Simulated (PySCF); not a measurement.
# GeSe (Germanium monoselenide): levels of theory compared

Wanted: a comparison of 6 runs (B3LYP/6-31G*, B2PLYP/aug-cc-pVTZ, BLYP/aug-cc-pVTZ, M06-L/aug-cc-pVTZ, PBE0/aug-cc-pVTZ, revPBE/aug-cc-pVTZ) of GeSe (Germanium monoselenide). The job is set up through a Python script.

The calculation is run with PySCF 2.14.0.

2 further runs of the same task are left out: 2 set aside as unsound or not needed.

### Step 1. The structure to begin with

GeSe has 2 atoms, charge 0, and is taken as a singlet. As SMILES, `[Ge-]#[Se+]`. Geometry: the measured bond length.

Bond lengths: Ge1–Se2 2.135 Å.

### Step 2. The energy at B3LYP/6-31G(d) (spherical functions) (run 1)

The input, calc.py:

```python
from pyscf import gto, dft

system = gto.M(
    atom='''
Ge     0.000000     0.000000     0.000000
Se     0.000000     0.000000     4.033864
''',
    spin=0,
    basis='6-31g*',
    max_memory=1860,
    unit='bohr',
    verbose=3,
)

myscf = dft.RKS(system)
myscf.xc = 'b3lyp'
myscf.grids.level = 5
myscf.conv_tol = 1e-10
myscf.kernel()
if not myscf.converged:
    myscf = myscf.newton().run(myscf.mo_coeff, myscf.mo_occ)

energy = myscf.e_tot
print(f'total energy: {energy:.8f} hartree')
```

Launch:

```console
$ OMP_NUM_THREADS=1 python calc.py
```

The program printed:

```text
converged SCF energy = -4478.09669282924
total energy: -4478.09669283 hartree
```

It took 6.6 s on 1 thread of Arm Neoverse V1, shared host; peak memory 0.31 GiB.

### Step 3. A single-point energy at B2PLYP/aug-cc-pVTZ (run 2)

The input, run.py:

```python
from pyscf import gto, dft, mp

molecule = gto.M(
    atom='Ge 0.000000 0.000000 0.000000; Se 0.000000 0.000000 2.134629',
    max_memory=1860,
    spin=0,
    verbose=3,
    basis='aug-cc-pvtz',
)

mf = dft.RKS(molecule, xc='0.53*HF + 0.47*B88, 0.73*LYP')
mf.grids.level = 5
mf.conv_tol = 1e-10
mf.kernel()
if not mf.converged:
    mf = mf.newton().run(mf.mo_coeff, mf.mo_occ)

pt = mp.MP2(mf, frozen=18).run()
energy = mf.e_tot + 0.27 * pt.e_corr
print('PT2 part  %.8f' % (0.27 * pt.e_corr))
print('E(%s) = %.9f' % ('B2PLYP', energy))
```

Launch:

```console
$ OMP_NUM_THREADS=1 python run.py
```

The program printed:

```text
converged SCF energy = -4477.77745447169
E(RMP2) = -4478.26049121644  E_corr = -0.483036744745753
E(SCS-RMP2) = -4478.23054149664  E_corr = -0.453087024955716
PT2 part  -0.13041992
E(B2PLYP) = -4477.907874393
```

Run time: 22 s. Hardware: 1 thread of Arm Neoverse V1, shared host; peak memory 0.61 GiB.

### Step 4. A single-point energy at BLYP/aug-cc-pVTZ (run 3)

The input, mol.xyz:

```xyz
2

Ge     0.000000     0.000000     0.000000
Se     0.000000     0.000000     2.134629
```

The input, job.py:

```python
from pyscf import gto, dft

system = gto.M(
    atom='mol.xyz',
    basis='aug-cc-pvtz',
    max_memory=1860,
    spin=0,
    verbose=4,
)

ks = dft.RKS(system)
ks.xc = 'blyp'
ks.grids.level = 5
ks.conv_tol = 1e-10
ks.kernel()
if not ks.converged:
    ks = ks.newton().run(ks.mo_coeff, ks.mo_occ)

etot = ks.e_tot
print('E(%s) = %.9f' % ('BLYP', etot))
```

Launch:

```console
$ OMP_NUM_THREADS=1 python job.py
```

The program printed:

```text
PySCF version 2.14.0

[INPUT] num. atoms = 2
[INPUT] num. electrons = 66
[INPUT] charge = 0
[INPUT] spin (= nelec alpha-beta = 2S) = 0
[INPUT] symmetry False subgroup None
[INPUT] Mole.unit = angstrom
[INPUT] Symbol           X                Y                Z      unit          X                Y                Z       unit  Magmom
[INPUT]  1 Ge     0.000000000000   0.000000000000   0.000000000000 AA    0.000000000000   0.000000000000   0.000000000000 Bohr   0.0
[INPUT]  2 Se     0.000000000000   0.000000000000   2.134629000000 AA    0.000000000000   0.000000000000   4.033864187554 Bohr   0.0

nuclear repulsion = 269.716566898023
number of shells = 28
number of NR pGTOs = 254
number of NR cGTOs = 118
basis = aug-cc-pvtz
ecp = {}

******** <class 'pyscf.dft.rks.RKS'> ********
method = RKS
initial guess = minao
damping factor = 0
level_shift factor = 0
DIIS = <class 'pyscf.scf.diis.CDIIS'>
diis_start_cycle = 1
diis_space = 8
diis_damp = 0
SCF conv_tol = 1e-10
SCF conv_tol_grad = None
SCF max_cycles = 50
direct_scf = True
direct_scf_tol = 1e-13
XC library pyscf.dft.libxc version 7.0.0
    S. Lehtola, C. Steigemann, M. J.T. Oliveira, and M. A.L. Marques.,  SoftwareX 7, 1–5 (2018)
XC functionals = blyp
    A. D. Becke.,  Phys. Rev. A 38, 3098 (1988)
    C. Lee, W. Yang, and R. G. Parr.,  Phys. Rev. B 37, 785 (1988)
    B. Miehlich, A. Savin, H. Stoll, and H. Preuss.,  Chem. Phys. Lett. 157, 200 (1989)
radial grids:
    Treutler-Ahlrichs [JCP 102, 346 (1995); DOI:10.1063/1.469408] (M4) radial grids

becke partition: Becke, JCP 88, 2547 (1988); DOI:10.1063/1.454033
pruning grids: <function nwchem_prune>
grids dens level: 5
symmetrized grids: False
atomic radii adjust function: <function treutler_atomic_radii_adjust>
small_rho_cutoff = 0
Set gradient conv threshold to 1e-05
Initial guess from minao.
tot grids = 89472
init E= -4477.43708278482
  HOMO = -0.250881489832139  LUMO = -0.106625574499456  gap/eV = 3.92540
cycle= 1 E= -4478.68927099703  delta_E= -1.25  |g|=  0.7  |ddm|= 1.99
  HOMO = -0.221106992759378  LUMO = -0.0910283564392542  gap/eV = 3.53962
cycle= 2 E= -4477.10269611808  delta_E= 1.59  |g|= 1.99  |ddm|=  1.9
  HOMO = -0.233170446539563  LUMO = -0.0960104453010911  gap/eV = 3.73231
cycle= 3 E= -4478.68336144833  delta_E= -1.58  |g|= 0.539  |ddm|= 1.75
  HOMO = -0.230264470947806  LUMO = -0.106531277122909  gap/eV = 3.36695
cycle= 4 E= -4478.78445180324  delta_E= -0.101  |g|= 0.106  |ddm|= 0.516
  HOMO = -0.235809096148403  LUMO = -0.114156004996749  gap/eV = 3.31035
cycle= 5 E= -4478.78785833145  delta_E= -0.00341  |g|= 0.0335  |ddm|= 0.0891
  HOMO = -0.238099922503276  LUMO = -0.114221055459262  gap/eV = 3.37092
cycle= 6 E= -4478.78821480274  delta_E= -0.000356  |g|= 0.0154  |ddm|= 0.0286
  HOMO = -0.237161232530306  LUMO = -0.113026578557121  gap/eV = 3.37788
cycle= 7 E= -4478.78829486568  delta_E= -8.01e-05  |g|= 0.00608  |ddm|= 0.01
  HOMO = -0.237473612104971  LUMO = -0.113171244459355  gap/eV = 3.38244
cycle= 8 E= -4478.78830455831  delta_E= -9.69e-06  |g|= 0.00257  |ddm|= 0.00263
  HOMO = -0.237584737917583  LUMO = -0.113152043202031  gap/eV = 3.38599
cycle= 9 E= -4478.78830743929  delta_E= -2.88e-06  |g|= 9.19e-05  |ddm|= 0.00216
  HOMO = -0.237581717871095  LUMO = -0.113154465201287  gap/eV = 3.38584
cycle= 10 E= -4478.78830744049  delta_E= -1.2e-09  |g|= 2.64e-05  |ddm|= 0.000105
  HOMO = -0.237581716987028  LUMO = -0.113153611678204  gap/eV = 3.38586
cycle= 11 E= -4478.78830744077  delta_E= -2.77e-10  |g|= 1.95e-06  |ddm|= 2.58e-05
  HOMO = -0.237581945906245  LUMO = -0.113153908631758  gap/eV = 3.38586
cycle= 12 E= -4478.78830744077  delta_E=    0  |g|= 1.76e-07  |ddm|= 2.36e-06
  HOMO = -0.237581952183074  LUMO = -0.113153926488228  gap/eV = 3.38586
Extra cycle  E= -4478.78830744077  delta_E=    0  |g|= 4.75e-07  |ddm|= 4.69e-07
converged SCF energy = -4478.78830744077
E(BLYP) = -4478.788307441
```

It took 17 s on 1 thread of Arm Neoverse V1, shared host; peak memory 0.61 GiB.

Runs 4 to 5 aren't shown in full; the table further down has their settings and results.

### Step 5. The energy at revPBE/aug-cc-pVTZ (run 6)

The input, job.py:

```python
# Germanium monoselenide
from pyscf import gto, dft

molecule = gto.Mole()
molecule.atom = [
    ('Ge', (0.000000, 0.000000, 0.000000)),
    ('Se', (0.000000, 0.000000, 2.134629)),
]
molecule.max_memory = 1860
molecule.verbose = 3
molecule.basis = 'aug-cc-pvtz'
molecule.charge = 0
molecule.build()

mf = dft.RKS(molecule, xc='revpbe')
mf.conv_tol = 1e-10
mf.grids.level = 5
mf.kernel()
if not mf.converged:
    mf = mf.newton().run(mf.mo_coeff, mf.mo_occ)

e_final = mf.e_tot
print('E(%s) = %.9f' % ('REVPBE', e_final))
```

Launch:

```console
$ OMP_NUM_THREADS=1 python job.py
```

The program printed:

```text
converged SCF energy = -4478.32453294351
E(REVPBE) = -4478.324532944
```

Run time: 16 s. Hardware: 1 thread of Arm Neoverse V1, shared host; peak memory 0.61 GiB.

### Step 6. Overview of the runs

```csv
run,level,frozen core orbitals,energy (Eh),dipole moment (D),HOMO energy (eV),LUMO energy (eV),wall time
1,B3LYP/6-31G* (spherical functions),–,-4478.096693,1.69,-7.35,-2.63,6.6 s
2,B2PLYP/aug-cc-pVTZ,18,-4477.907874,2.13,-8.34,-1.47,22 s
3,BLYP/aug-cc-pVTZ,–,-4478.788307,1.63,-6.46,-3.08,17 s
4,M06-L/aug-cc-pVTZ,–,-4478.542513,1.60,-6.62,-2.84,31 s
5,PBE0/aug-cc-pVTZ,–,-4478.131792,1.85,-7.63,-2.50,20 s
6,revPBE/aug-cc-pVTZ,–,-4478.324533,1.61,-6.61,-3.13,16 s
```

### Step 7. Results

| quantity | value |
| --- | --- |
| run 6: total energy | -4478.32453 Eh |
| run 6: dipole moment | 1.61 D |
| run 6: HOMO energy | -6.61 eV |
| run 6: LUMO energy | -3.13 eV |
| run 6: HOMO–LUMO gap | 3.48 eV |

In words: The dipole moment (its size) runs from 1.60 D (M06-L/aug-cc-pVTZ) to 2.13 D (B2PLYP/aug-cc-pVTZ). A double hybrid's value is that of its SCF part. The HOMO–LUMO gap runs from 3.39 eV (BLYP/aug-cc-pVTZ) to 6.87 eV (B2PLYP/aug-cc-pVTZ). Totals of different functionals can't be ranked against each other. All runs together took 1.9 min, the longest 31 s.
